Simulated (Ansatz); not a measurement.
# Mg2C in Ansatz: convergence with ecutrho ratio

Crystal: Mg2C.

```
CELL_PARAMETERS angstrom
4.48216 0.00000 0.00000
-2.24108 3.88167 0.00000
0.00000 0.00000 3.13451
ATOMIC_POSITIONS crystal
Mg 0.32618 0.66256 0.94844
Mg 0.65576 0.32297 0.04339
C 0.00517 0.00713 0.49429
```

The cell was built by a generator and needn't be a form met in nature.

The cell isn't the ideal one: atoms moved at random, drawn with an rms of 0.05 Å.

```yaml
Program: Ansatz 0.2.0
Task: convergence study
Functional: PBE
Potentials_or_basis: Ansatz PAW
Cutoff: 420 eV
Density_cutoff: 1680 eV
k_mesh: 5 × 5 × 6
Occupations: cold, width 0.1 eV
Spin: no spin polarisation
```

These are the settings of the first run; the series varies ecutrho ratio, with any setting tied to it.

Hardware: 2 threads of Arm Neoverse V1, on a shared host.

| ecutrho ratio | energy less the tightest run, at zero smearing (meV/atom) | SCF cycles | CPU time (s) | peak memory (GiB) |
| --- | --- | --- | --- | --- |
| 4 | 0.01 | 5 | 5.3 | 0.34 |
| 5 | 0.01 | 5 | 5.3 | 0.35 |
| 6 | 0.00 | 5 | 5.4 | 0.36 |
| 8 | 0.00 | 5 | 5.6 | 0.38 |
| 10 | 0.00 | 5 | 5.6 | 0.4 |
| 12 | 0.00 | 5 | 5.9 | 0.44 |

Against the tightest run, the energy stays within 1 meV/atom from 4 on. The tightest run that finished is the yardstick and may itself not be fully converged.
